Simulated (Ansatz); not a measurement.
# MnSnS4: the cost of one run

Program: Ansatz 0.2.0. Level of theory: DFT PBE, scalar-relativistic, plane waves, PAW. These are calculated values, not measurements.

The COD entry's cell or inner coordinates are ideal or old and differ from later refinements, so a difference from it is no clean test against experiment.

### Step 1. Starting point

It takes space group F-43m (No. 216, cubic). The conventional cell has a = 7.744 Å, b = 7.744 Å, c = 7.744 Å, α = 90.00°, β = 90.00°, γ = 90.00°. Around Mn (site symmetry -43m) lie 12 S at 3.21 Å and 4 Sn at 3.35 Å. Sn (site symmetry -43m) has 12 S at 3.21 Å and 4 Mn at 3.35 Å as nearest neighbours. S (site symmetry 3m) is surrounded by 6 S at 2.74 Å and 3 Mn at 3.21 Å and 3 Sn at 3.21 Å.

As a file:

```xyz
6
Lattice="0.0000 3.8718 3.8718 3.8718 0.0000 3.8718 3.8718 3.8718 0.0000" Properties=species:S:1:pos:R:3 pbc="T T T"
Mn    0.0000    0.0000    0.0000
Sn    5.8078    5.8078    5.8078
S     4.8398    2.9039    4.8398
S     4.8398    4.8398    2.9039
S     2.9039    2.9039    2.9039
S     2.9039    4.8398    4.8398
```

(A quick probe on a coarse mesh, which set the mesh and smearing, is not shown.)

### Step 3. The relaxation

input.yaml

```yaml
crystal:
  lattice:
    - [0.0, 3.8718408049, 3.8718408049]
    - [3.8718408049, 0.0, 3.8718408049]
    - [3.8718408049, 3.8718408049, 0.0]
  atoms:
    - { symbol: Mn, position: [0.0, 0.0, 0.0], spin: 4.96 }
    - { symbol: Sn, position: [0.75, 0.75, 0.75] }
    - { symbol: S, position: [0.375, 0.875, 0.375], spin: 0.12 }
    - { symbol: S, position: [0.375, 0.375, 0.875], spin: 0.12 }
    - { symbol: S, position: [0.375, 0.375, 0.375], spin: 0.12 }
    - { symbol: S, position: [0.875, 0.375, 0.375], spin: 0.12 }
basis:
  ecutwfc: 420
kpoints:
  mp_grid: { grid: [8, 8, 8] }
hamiltonian:
  xc: pbe
scf:
  occupations: { method: gaussian, width: 0.1 }
output:
  forces: true
  stress: true
  eigenvalues: true
  populations: true
magnetization:
  spin_polarized: true
relax:
  adjacent_minimum: "off"
  f_tol: 0.01
  max_steps: 80
  cell: { stress_tol: 0.05 }
```

On the command line:

```sh
$ ansatz run input.yaml --threads 1 --pin off --max-ram 2560MiB --backend cpu --events-out ev --progress --plain --runs-dir out
```

**Question.** How long does this run take on 1 thread of Arm Neoverse V2, shared host, and how much memory does it need?

About 2.1 min, with a peak of 0.5 GiB.
